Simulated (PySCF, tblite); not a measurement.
# C5H11FN2Si2: geometry, infrared bands and NMR shifts

Wanted: the infrared bands and NMR shifts of C5H11FN2Si2 (`N#CCC1([Si@H](F)N[SiH3])CC1`), by calculation.

The runs use tblite 0.8.0 and PySCF 2.14.0, with density-fitted response routines of our own; the level of theory stands in each step. All values are computed, except where a source is named. Atoms are numbered from 0 throughout.

**1. The starting structure**

21 atoms, charge 0, multiplicity 1; geometry from: force field or distance geometry start.

Bonds of the start (Å): N0–C1 1.16, C1–C2 1.47, C2–C3 1.48, C3–Si4 1.86, Si4–F5 1.70, Si4–N6 1.72, N6–Si7 1.75, C3–C8 1.52, C8–C9 1.51, C9–C3 1.51, C2–H10 1.12, C2–H11 1.09, Si4–H12 1.49, N6–H13 1.02, Si7–H14 1.47, Si7–H15 1.47, Si7–H16 1.48, C8–H17 1.12, C8–H18 1.10, C9–H19 1.11, C9–H20 1.10.

**2. Geometry optimisation with GFN2-xTB**

What the job is given:

```
{"job": {"kind": "relax", "xc": "GFN2-xTB", "basis": "xTB"}, "charge": 0, "multiplicity": 1}
N     -1.413600     3.262800     0.836800
C     -1.719700     2.321400     0.235600
C     -2.081900     1.109700    -0.520900
C     -1.127300     0.034100    -0.162300
Si     0.658600     0.398100    -0.510200
F      1.140000    -0.463800    -1.895100
N      1.649500    -0.083800     0.810000
Si     3.309300    -0.548500     0.534000
C     -1.499500    -1.424100    -0.358200
C     -1.350200    -0.862300     1.035500
H     -3.124300     0.771900    -0.267500
H     -2.072700     1.260600    -1.603400
H      0.886000     1.835300    -0.814400
H      1.294000    -0.120800     1.762100
H      4.177500     0.218000     1.441500
H      3.468400    -1.996900     0.705100
H      3.670100    -0.174600    -0.848200
H     -0.662500    -2.111600    -0.652200
H     -2.486800    -1.616600    -0.791000
H     -2.271200    -0.625300     1.617300
H     -0.452500    -1.166700     1.599600
```

Started as:

```bash
$ OMP_NUM_THREADS=1 python probes_run.py task.json out
```

This one command runs all jobs of the session in turn.

**Question.** This job is followed by: GFN2-xTB harmonic vibrations, gas phase; GIAO PBE0/pcSseg-1 NMR shielding, non-relativistic, gas phase. Predict these results of the whole session: strongest single infrared mode (GFN2-xTB); zero-point energy (GFN2-xTB); ¹³C shifts against TMS (PBE0/pcSseg-1); ¹H shifts against TMS (PBE0/pcSseg-1, means over atoms taken as alike); ¹⁵N shifts against NH3 (PBE0/pcSseg-1); ²⁹Si shifts against TMS (PBE0/pcSseg-1); ¹⁹F shifts against CFCl3 (PBE0/pcSseg-1); surface potential, 1st and 99th percentile.

The runs gave:

```
                                                              quantity                                                     value
                             strongest single infrared mode (GFN2-xTB)                                      830 cm⁻¹, 504 km/mol
                                          zero-point energy (GFN2-xTB)                                             93.0 kcal/mol
                                ¹³C shifts against TMS (PBE0/pcSseg-1)                          126.3, 23.2, 12.0, 10.6, 8.9 ppm
¹H shifts against TMS (PBE0/pcSseg-1, means over atoms taken as alike)  5.33, 4.84, 2.75, 1.48, 1.21, 1.02, 1.01, 0.53, 0.32 ppm
                                ¹⁵N shifts against NH3 (PBE0/pcSseg-1)                                           298.4, 21.5 ppm
                               ²⁹Si shifts against TMS (PBE0/pcSseg-1)                                           -8.3, -57.8 ppm
                              ¹⁹F shifts against CFCl3 (PBE0/pcSseg-1)                                                -186.5 ppm
                                 surface potential, 1st and 99th percentile                                        -1.52 V and 1.50 V
```

Over 227 steps the energy fell by 0.592 eV; of the close pairs, Si4–F5 changed most, 1.701 to 1.613 Å. No mode is imaginary among the 57: a minimum at this level. The strongest single mode, at 830 cm⁻¹, is spread over many atoms; the largest shares are those of F5, Si4. GFN2-xTB is a fitted tight-binding method: band positions and strengths are rough. Its intensities can rank the bands wrongly. At PBE0/pcSseg-1: The largest span, 489 ppm, is at N0, where the paramagnetic term is -372 ppm.
